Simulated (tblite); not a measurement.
# C5H4F4O2: the cost of one run

Programs: tblite 0.8.0 and PySCF 2.14.0, with density-fitted response routines of our own. Each step states its level of theory. These are calculated values for one molecule in the gas phase, unless marked as measured. Atoms are numbered from 0 throughout.

### Step 1. The molecule as given

15 atoms, charge 0, multiplicity 1; geometry from: force field or distance geometry start.

Bonds of the start (Å): O0–C1 1.20, C1–C2 1.54, C2–O3 1.44, O3–C4 1.45, C4–C5 1.51, C5–F6 1.37, C5–C7 1.50, C7–F8 1.34, C7–F9 1.37, C7–F10 1.35, C4–C1 1.53, C2–H11 1.09, C2–H12 1.08, C4–H13 1.09, C5–H14 1.09.

### Step 2. Geometry optimisation with GFN2-xTB

The job: settings as JSON, then the geometry in Å.

```
{"job": {"kind": "relax", "xc": "GFN2-xTB", "basis": "xTB"}, "charge": 0, "multiplicity": 1}
O      0.843300     0.562100    -2.042100
C      1.083100     0.370600    -0.884200
C      2.338400    -0.043900    -0.088100
O      1.503600    -0.083900     1.087400
C      0.305500     0.408400     0.438400
C     -0.863000    -0.544500     0.564300
F     -1.178700    -0.608700     1.891800
C     -2.041900    -0.024400    -0.212800
F     -2.356600     1.238100     0.120600
F     -3.146100    -0.795700     0.009600
F     -1.820700    -0.058400    -1.548000
H      2.734400    -1.020100    -0.351900
H      3.099200     0.725900    -0.015300
H      0.095300     1.430600     0.762300
H     -0.600200    -1.548100     0.246100
```

Run with:

```console
$ OMP_NUM_THREADS=1 python probes_run.py task.json out
```

This one command runs all jobs of the session in turn.

**Question.** How long does this first job take on 1 thread of Arm Neoverse N1, shared host, and how much memory does it need?

About 1.4 s, with a peak of 0.18 GiB.
